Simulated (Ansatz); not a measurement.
# TaN: the cost of one run

Computed with Ansatz 0.2.0 (DFT, PBE, plane-wave PAW, default files, scalar-relativistic, unless a step's input says otherwise).

1 further run of the same task is left out (set aside as unsound or not needed).

### 1 The structure to begin with

The structure is cubic, space group Fm-3m (No. 225). Conventional cell: a = 4.358 Å, b = 4.358 Å, c = 4.358 Å, α = 90.00°, β = 90.00°, γ = 90.00°. Ta (site symmetry m-3m) has 6 N at 2.18 Å as nearest neighbours. N (site symmetry m-3m) has 6 Ta at 2.18 Å as nearest neighbours.

Structure file:

```xyz
2
Lattice="0.0000 2.1790 2.1790 2.1790 0.0000 2.1790 2.1790 2.1790 0.0000" Properties=species:S:1:pos:R:3 pbc="T T T"
Ta    2.1790    2.1790    2.1790
N     0.0000    0.0000    0.0000
```

### 2 Relaxing the atoms in the given cell

input.yaml

```yaml
crystal:
  lattice:
    - [0.0, 2.179, 2.179]
    - [2.179, 0.0, 2.179]
    - [2.179, 2.179, 0.0]
  atoms:
    - { symbol: Ta, position: [0.5, 0.5, 0.5], spin: 2.0 }
    - { symbol: "N", position: [0.0, 0.0, 0.0] }
magnetization:
  spin_polarized: true
kpoints:
  mp_grid: { grid: [11, 11, 11] }
scf:
  occupations: { method: fermi_dirac, width: 0.02 }
hamiltonian:
  xc: pbe
  pseudopotentials: { kind: paw }
output:
  forces: true
  stress: true
  populations: true
  efg:
    quadrupole_moments_barn: { Ta: 3.17, "N": 0.02044 }
    contact_densities: true
relax:
  f_tol: 0.02
  max_steps: 60
```

Started as:

```bash
$ ansatz run input.yaml --threads 1 --pin off --max-ram 2560MiB --backend cpu --events-out ev --progress --plain --runs-dir out
```

Q: Estimate wall time and peak memory on 1 thread of Arm Neoverse V2, shared host.

About 6.9 s, with a peak of 0.36 GiB.
